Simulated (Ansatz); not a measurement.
## TiAl, space group Pm-3m: a charge-density difference against the sublattices, step by step

With the Python package of Ansatz (0.2.0).

Notebook, run cell by cell (the value of a cell's last expression is shown):

In [1]:
```python
import warnings

import ansatz as az
import numpy as np
```

In [2]:
```python
vectors0 = np.array([
    [3.018, 0.0, 0.0],
    [0.0, 3.018, 0.0],
    [0.0, 0.0, 3.018],
])
sites = [
    ("Ti", (0.5, 0.5, 0.5)),
    ("Al", (0.0, 0.0, 0.0)),
]
```

In [3]:
```python
def make_crystal(cell):
    crystal = az.Crystal(lattice=az.Lattice.of(cell))
    for symbol, position in sites:
        crystal = crystal.atom(symbol, position)
    return crystal
```

In [4]:
```python
warnings.simplefilter("ignore", az.DeckWarning)
```

In [5]:
```python
# one cutoff and one grid for all runs, so that the fields can be subtracted
def solve(crystal):
    return (
        crystal.calculation()
        .occupations("fermi_dirac")
        .functional(az.Functional.PBESOL)
        .basis(460, grid_basis="typed")
        .kpoints(10, 10, 10)
        .density()
        .run(threads=1)
    )


whole = solve(make_crystal(vectors0))
difference = whole.density().channels[0].density_e_per_ang3.copy()
binding = whole.report["free_energy_ev"]
for element in ["Ti", "Al"]:
    part = az.Crystal(lattice=az.Lattice.of(vectors0))
    for symbol, position in sites:
        if symbol == element:
            part = part.atom(symbol, position)
    alone = solve(part)
    difference -= alone.density().channels[0].density_e_per_ang3
    binding -= alone.report["free_energy_ev"]
    print(f"{element} sublattice: {alone.report['n_electrons']:g} electrons, {alone.report['n_iterations']} iterations")
```
```text
Ti sublattice: 12 electrons, 6 iterations
Al sublattice: 3 electrons, 6 iterations
```

In [6]:
```python
voxel = abs(np.linalg.det(vectors0)) / difference.size
print(f"energy of the crystal less its unpolarised sublattices: {binding / len(sites):.4f} eV/atom")
print(f"net charge of the difference {difference.sum() * voxel:.5f} e, charge rearranged {0.5 * np.abs(difference).sum() * voxel:.3f} e")
print(f"extremes {difference.min():.4f} and {difference.max():.4f} e/A^3")
for (symbol, position) in sites:
    index = tuple(int(round(p * n)) % n for p, n in zip(position, difference.shape))
    print(f"  change of the pseudo-density at the grid point nearest {symbol}: {difference[index]:+.4f} e/A^3")
```
```text
energy of the crystal less its unpolarised sublattices: -1.3040 eV/atom
net charge of the difference -0.00000 e, charge rearranged 0.155 e
extremes -0.0632 and 0.0124 e/A^3
  change of the pseudo-density at the grid point nearest Ti: -0.0099 e/A^3
  change of the pseudo-density at the grid point nearest Al: -0.0584 e/A^3
```

Notes:
- The run is spin-unpolarised.
- For a metal this k-point mesh is coarse: on a finer one energies can move by several to tens of meV an atom and pressures by half a GPa or more, differences at one mesh by less.
- Of the deposited cell: it was measured well above room temperature.
- Densities and potentials on the grid are those of the valence electrons, and inside the cores they hang on the potentials used.
- The starting cell is as deposited in a crystallographic database; the results hold for this polymorph, which needn't be the stable one.
- Charge moved counts every rearrangement, bonding and polarisation too, and is no transfer between atoms; the bare sublattices are artificial references. Values near the nuclei depend on the potentials.
- Wall time of the script: 2.6 s on 1 thread of Arm Neoverse V2, with other jobs on the host, peak memory 0.36 GiB.
